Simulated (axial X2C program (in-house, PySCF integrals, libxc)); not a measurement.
# A two-component session on LuH⁻: EOM-EA-CCSD levels

Wanted for LuH⁻: EOM-EA-CCSD levels, at the two-component level.

Program: an in-house X2C program for linear molecules on PySCF integrals. Level of theory: two-component X2C with atomic mean-field terms, Lu dyall-cv3z, H dyall-av3z. These are calculated values, not measurements.

**1. The job**

Contents of task.json:

```json
{"zs": [71, 1], "q": -1, "bas": ["dyall-cv3z", "dyall-av3z"], "r0": 1.94, "eom": "ea", "thr": -1.0, "nmax": 92, "grid": [1, 0.96, 1.045, 0.92, 1.09, 1.15], "rq": 0}
```

Keys: zs atomic numbers; q charge; bas basis sets; r0 starting distance in Å; eom kind of EOM run; thr threshold in hartree for freezing inner shells (an s shell follows its p shell); nmax most natural virtual spinors; grid distances as factors.

Command:

```sh
$ python soeom.py task.json out
```

Further steps of the session: EOM-EA-CCSD at 1.900 Å.

Q: Predict the outcome of this session. Wanted: next root led by one particle; T1 of the reference; lowest state, Re and ωe.

As calculated:

| quantity | value |
| --- | --- |
| lowest root at 1.900 Å | Ω = 1/2, 0.064 eV |
| next root led by one particle | Ω = 3/2, about 990 cm⁻¹ higher |
| T1 of the reference | 0.014 |
| lowest state, Re and ωe | 1.966 Å, 1370 cm⁻¹ |

What this shows: The added electron is bound by 0.06 eV in a spinor of 88% Lu pπ. Errors of 0.1 to 0.3 eV are usual at this size, and roots led by higher excitations are left out, so the list is incomplete, and low states of that kind can be missing. The bond is 0.048 Å longer than in the closed-shell reference at CCSD (1.918 Å).
